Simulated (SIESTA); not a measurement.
# TaF3 under changes of volume

One of the cells (15.140 Å³/atom); the others are scaled copies at fixed shape and fractional positions:

```
Ta F
1.0
     3.92704    0.00000    0.00000
     0.00000    3.92704    0.00000
     0.00000    0.00000    3.92704
Ta F
1 3
Direct
  0.00000 0.00000 0.00000
  0.00000 0.00000 0.50000
  0.00000 0.50000 0.00000
  0.50000 0.00000 0.00000
```

```yaml
Program: SIESTA 5.4.2
Functional: PBE
Potentials_or_basis: PseudoDojo 0.4 standard (PBE files)
Basis: DZP (energy shift 0.003 Ry; two zetas on semicore shells)
Grid_cutoff: 800 Ry
Energy_shift: 0.003 Ry
k_mesh: 7 × 7 × 7
Occupations: fermi-dirac, width 0.05 eV
Spin: no spin polarisation
```

```tsv
volume (Å³/atom)	energy over the lowest point (meV/atom)	pressure (GPa)
13.953	330.14	44.5
14.250	253.24	38.7
14.547	?	?
15.140	78.05	24.9
15.437	35.60	21.0
15.734	0.00	17.5
```

Question: What does the run at 14.547 Å³/atom give?

Answer: Energy over the lowest point 186.38 meV/atom; pressure 33.7 GPa.

Worked out: A Birch-Murnaghan fit of order 3 (a polynomial in V^(-2/3)) to the other rows has no minimum within the range. It gives 186.09 meV/atom at 14.547 Å³/atom, against the run's 186.38, and -dE/dV = 33.7 GPa, against 33.7.

Energies are extrapolated to zero smearing.

Caveats: short orbitals over semicore shells can move pressures by several GPa; the basis of atomic orbitals isn't converged, which shifts pressures, moduli and gaps.
